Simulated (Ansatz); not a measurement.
# GeBH₅: up Jacob's ladder to CCSD(T)

How much do the methods differ for GeBH₅? The plan is to run it at one geometry with functionals of several rungs and with coupled cluster, and see how far each lands from CCSD(T) at the basis-set limit for the atomisation energy.

Method: functionals in def2-TZVPP, the program's frozen cores in correlated methods; program: Ansatz 0.2.0, Gaussian basis.

Plan: LDA (SPW92), PBE-D4, revPBE-D4, BLYP-D4, r2SCAN-D4, B97M-V, PBE0-D4, B3LYP-D4, r2SCANh-D4, r2SCAN0-D4, HSE06-D4, BHLYP-D4, CAM-B3LYP-D4, LC-ωPBE, ωB97X-V, ωB97M-V, B2PLYP, PBE-QIDH; CCSD(T)/def2-SVP; CCSD(T)/def2-TZVPP; MP2/def2-QZVPP; extrapolation to the limit; RPA on PBE.

### Step 1. The relaxed structure

All runs share one geometry, relaxed beforehand with PBE0-D4 in a triple-zeta def2 set.

7 atoms, charge 0, spin multiplicity 1.

Atoms are counted from 1 here; the program's logs count them from 0.

Bond lengths: B1–Ge2 2.056 Å, B1–H3 1.195 Å, B1–H4 1.194 Å, Ge2–H5 1.542 Å, Ge2–H6 1.542 Å, Ge2–H7 1.538 Å. Angles: Ge2–B1–H3 119.1°, Ge2–B1–H4 122.6°, H3–B1–H4 118.3°, B1–Ge2–H5 109.6°, B1–Ge2–H6 109.7°, B1–Ge2–H7 114.9°, H5–Ge2–H6 106.6°, H5–Ge2–H7 107.9°, H6–Ge2–H7 107.9°.

As a file:

```
B     0.00751   -1.21976    0.26814
Ge    0.04891    0.78607   -0.18343
H    -1.04443   -1.78460    0.31278
H     0.99774   -1.84931    0.48855
H    -0.60111    1.01967   -1.56217
H    -0.79980    1.56620    0.84074
H     1.45247    1.41373   -0.21032
```

### Step 2. LDA

This LDA is Slater exchange with PW92 correlation.

in.yaml

```yaml
crystal:
  periodic: [false, false, false]
  atoms:
    - {symbol: B, position_ang: [0.007514, -1.219761, 0.268141]}
    - {symbol: Ge, position_ang: [0.048913, 0.786073, -0.183426]}
    - {symbol: H, position_ang: [-1.044429, -1.784605, 0.312779]}
    - {symbol: H, position_ang: [0.997738, -1.849310, 0.488553]}
    - {symbol: H, position_ang: [-0.601107, 1.019673, -1.562171]}
    - {symbol: H, position_ang: [-0.799795, 1.566202, 0.840742]}
    - {symbol: H, position_ang: [1.452467, 1.413727, -0.210316]}
basis:
  gaussian: {orbitals: def2-TZVPP}
hamiltonian: {xc: lda}
output: {orbitals: {seedname: orbitals}}
```

After this run come: PBE-D4 (GGA); revPBE-D4 (GGA); BLYP-D4 (GGA); r2SCAN-D4 (meta-GGA); B97M-V (meta-GGA); PBE0-D4 (hybrid); B3LYP-D4 (hybrid); r2SCANh-D4 (hybrid); r2SCAN0-D4 (hybrid); HSE06-D4 (hybrid); BHLYP-D4 (hybrid); CAM-B3LYP-D4 (range-separated); LC-ωPBE-D4 (range-separated); ωB97X-V (range-separated); ωB97M-V (range-separated); B2PLYP (double hybrid); PBE-QIDH (double hybrid); CCSD(T) in def2-SVP; CCSD(T) in def2-TZVPP; MP2 in def2-QZVPP; RPA on PBE orbitals.

**Question.** What will the summary of the whole plan be? Wanted: atomisation energy, CCSD(T)/CBS; farthest beyond LDA; mean size of error, GGA; mean size of error, meta-GGA; mean size of error, hybrid; mean size of error, range-separated; mean size of error, double hybrid; gap, smallest and largest; T1 diagnostic.

As calculated:

```
                               quantity                                                                                            value
        atomisation energy, CCSD(T)/CBS                                                                                    1941.2 kJ/mol
 functionals within 19.4 kJ/mol (1.0 %)  r2SCAN-D4, B3LYP-D4, r2SCANh-D4, r2SCAN0-D4, BHLYP-D4, CAM-B3LYP-D4, ωB97X-V, ωB97M-V, PBE-QIDH
                    farthest beyond LDA                                                                         revPBE-D4 (-52.8 kJ/mol)
                mean size of error, GGA                                                                                      34.4 kJ/mol
           mean size of error, meta-GGA                                                                                      16.7 kJ/mol
             mean size of error, hybrid                                                                                      10.6 kJ/mol
    mean size of error, range-separated                                                                                      12.9 kJ/mol
      mean size of error, double hybrid                                                                                      19.2 kJ/mol
              gap, smallest and largest                                                        3.57 eV (LDA (SPW92)), 10.99 eV (LC-ωPBE)
                          T1 diagnostic                                                                                           0.0119
triples share of the correlation energy                                                                                            3.0 %
```

LDA overbinds by 203.7 kJ/mol (10 %). PBE-D4 is off by -22.9 kJ/mol. Double hybrids carry the basis error of their MP2 part in triple zeta, and no dispersion term here, so their miss is partly the set-up's. The rungs hybrid, range-separated, meta-GGA, double hybrid miss on average by less than the doubt on the reference (19.4 kJ/mol), so they tie. Misses under about 19.4 kJ/mol are within the doubt on the reference itself, which lacks core-valence correlation, relativity and higher excitations, and its outer-core shells are covered unevenly. Hartree-Fock recovers 78 % of the binding; the rest is correlation. CCSD(T) in def2-SVP is off by -99.4 kJ/mol, so the small basis spoils what the method gains. Orbital gaps span 3.6 to 11.0 eV; exact exchange widens them. Correlated methods include outer-core shells of Ge, which these sets cover unevenly.
